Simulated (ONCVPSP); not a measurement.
**I: generating and testing an ONCV potential**

Do these settings give a usable potential? It is generated, then checked for transferability, scattering, ghosts and hardness.

Program: ONCVPSP 4.0.1. Reference atom: PBEsol, non-relativistic, spherical and spin-unpolarised. All values are calculated.

### Step 1. Settings

The settings as typed:

```
element                 : iodine (I, Z = 53)
type                    : optimised norm-conserving Vanderbilt (ONCV)
frozen core             : [Kr]
valence charge          : 17
reference configuration : 4d10 5s2 5p5
partial waves           : 5s: rc 1.90 bohr, ncon 4, nbas 9, qcut 3.3 1/bohr, 2 projectors, debl 4 Ha; 5p: rc 2.10 bohr, ncon 4, nbas 9, qcut 4.1 1/bohr, 2 projectors, debl 0.6 Ha; 4d: rc 1.25 bohr, ncon 4, nbas 9, qcut 14 1/bohr, local
local potential         : the d channel
core correction         : not asked for
```

An earlier all-electron run gives the scale for the radii.

All-electron outer shells of the reference configuration (PBEsol, non-relativistic, ld1.x):

```csv
shell,level (eV),outermost node (bohr),outermost maximum (bohr)
4s,-166.63,0.39,0.71
4p,-124.47,0.38,0.73
4d,-52.61,0.35,0.77
5s,-16.05,0.92,1.79
5p,-7.16,0.98,2.05
```

### Step 2. Generation

I.dat reads:

```
# ATOM AND REFERENCE CONFIGURATION
# atsym  z   nc   nv     iexc    psfile
  I 53.00    8    3  -116133      upf
#
#   n    l    f
    1    0    2.00
    2    0    2.00
    2    1    6.00
    3    0    2.00
    3    1    6.00
    3    2   10.00
    4    0    2.00
    4    1    6.00
    4    2   10.00
    5    0    2.00
    5    1    5.00
#
# PSEUDOPOTENTIAL AND OPTIMIZATION
# lmax
    2
#
#   l,   rc,      ep,       ncon, nbas, qcut
    0    1.90    0.00    4    9    3.30
    1    2.10    0.00    4    9    4.10
    2    1.25    0.00    4    9   14.00
#
# LOCAL POTENTIAL
# lloc, lpopt,  rc(5),   dvloc0
    2    5    1.25    0.00
#
# VANDERBILT-KLEINMAN-BYLANDER PROJECTORs
# l, nproj, debl
    0    2    4.00
    1    2    0.60
    2    0    3.70
#
# MODEL CORE CHARGE
# icmod, fcfact, rcfact
    0    0.00    0.00
#
# LOG DERIVATIVE ANALYSIS
# epsh1, epsh2, depsh
   -3.00    5.00    0.02
#
# OUTPUT GRID
# rlmax, drl
    6.00    0.01
#
# TEST CONFIGURATIONS
# ncnf
    4
# nvcnf
#   n    l    f
    3
    4    2   10.00
    5    0    2.00
    5    1    4.00
#
    3
    4    2   10.00
    5    0    2.00
    5    1    3.00
#
    3
    4    2   10.00
    5    0    2.00
    5    1    2.00
#
    3
    4    2   10.00
    5    0    2.00
    5    1    4.50
#
```

Command:

```bash
$ oncvpspnr.x < I.dat > I.out
```

What does the calculation give? Wanted: cutoffs for 1 and 0.1 mHa per electron, occupied waves; bound ghosts; GHOST(+) flags; largest test error; largest phase difference near zero energy, channels read.

**Answer**, as computed:

```
                                                quantity                            value
  cutoffs for 1 and 0.1 mHa per electron, occupied waves                  59 Ha and 69 Ha
                                            bound ghosts  s at -140.71 eV, p at -45.56 eV
                                          GHOST(+) flags               none at low energy
                            largest test error (AE − PS)       +2.2 meV, for 4d10 5s2 5p2
largest phase difference near zero energy, channels read                        0.001 rad
```

**Reading.** It has a bound ghost (s, p), a state that the atom doesn't have, and that rules the file out. The worst unpolarised test, 4d10 5s2 5p2, is off by 2.2 meV on 60.3 eV; by total energies transferability rates as very good. Atomic tests can pass in spite of a ghost, since they solve only for the levels asked. By its cutoff, 59 Ha for the looser tolerance, it is hard. At the looser tolerance the 4d wave is the slowest; 5s needs 23 Ha. Near zero energy the phases of the channels with partial waves that could be evaluated agree within 0.001 rad. All of this concerns the isolated atom, not yet a solid.
